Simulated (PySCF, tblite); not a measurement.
# CH₆NSi₄ radical: geometry, infrared bands and EPR parameters

Aim: predict the infrared bands and EPR parameters of CH₆NSi₄ radical (`N#C[Si]1[SiH2][SiH2][SiH2]1`).

Programs: tblite 0.8.0 and PySCF 2.14.0, with density-fitted response routines of our own. Each step states its level of theory. These are calculated values for one molecule in the gas phase, unless marked as measured. Atoms count from 0, in the outputs and in this text.

**1. The starting structure**

12 atoms, charge 0, multiplicity 2; geometry from: force field or distance geometry start.

Bonds of the start (Å): N0–C1 1.17, C1–Si2 1.84, Si2–Si3 2.31, Si3–Si4 2.30, Si4–Si5 2.28, Si5–Si2 2.30, Si3–H6 1.49, Si3–H7 1.47, Si4–H8 1.48, Si4–H9 1.48, Si5–H10 1.49, Si5–H11 1.49.

**2. Geometry optimisation with GFN2-xTB**

What the job is given:

```
{"job": {"kind": "relax", "xc": "GFN2-xTB", "basis": "xTB"}, "charge": 0, "multiplicity": 2}
N      3.161700     0.885500     1.373100
C      2.438700     0.694300     0.468900
Si     1.318500     0.368800    -0.956200
Si    -0.689000     1.442000    -0.553700
Si    -1.294800    -0.369300     0.724600
Si     0.159300    -1.580900    -0.554800
H     -0.548800     2.722200     0.186800
H     -1.473100     1.573700    -1.794500
H     -2.714200    -0.773500     0.569700
H     -0.865600    -0.249800     2.139300
H     -0.443700    -2.105500    -1.809000
H      0.952300    -2.608300     0.179800
```

Command:

```console
OMP_NUM_THREADS=1 python probes_run.py task.json out
```

This one command runs all jobs of the session in turn.

**Question.** This job is followed by: GFN2-xTB harmonic vibrations, gas phase; UKS B3LYP, pcH-1 on C H N Si, non-relativistic, mean-field spin-orbit, GIAO. What will the session give for the following? strongest single infrared mode (GFN2-xTB); zero-point energy (GFN2-xTB); g(iso) (B3LYP); ⟨S²⟩; largest a(iso) (averaged by class); potential on the surface of density 0.002 e/bohr³, 1st and 99th percentile.

**Answer**, as computed:

| quantity | value |
| --- | --- |
| strongest single infrared mode (GFN2-xTB) | 830 cm⁻¹, 520 km/mol |
| zero-point energy (GFN2-xTB) | 35.6 kcal/mol |
| g(iso) (B3LYP) | 2.00463 |
| ⟨S²⟩ | 0.755 (exact 0.75) |
| largest a(iso) (averaged by class) | 29Si on Si2, -338.6 MHz |
| potential on the surface of density 0.002 e/bohr³, 1st and 99th percentile | -1.71 V and 1.76 V |

In words: The optimisation took 89 steps and gained 0.444 eV; among the close pairs (by a distance rule), Si4–Si5 changed most, from 2.285 to 2.349 Å. All 30 modes are real, so the xTB geometry is a minimum. The strongest single mode, at 830 cm⁻¹, has its largest shares on H7, H6, H10 and H11 (the list is cut at 4 atoms). Unscaled tight-binding wavenumbers are off by several per cent, some by more. Its intensities can rank the bands wrongly. Si2 carries the largest spin population, 0.85 e. The isotropic g lies 2.3 ppt above the free-electron value. The conformer search found further structures of the same energy, which may be mirror or relabelled copies of this one.
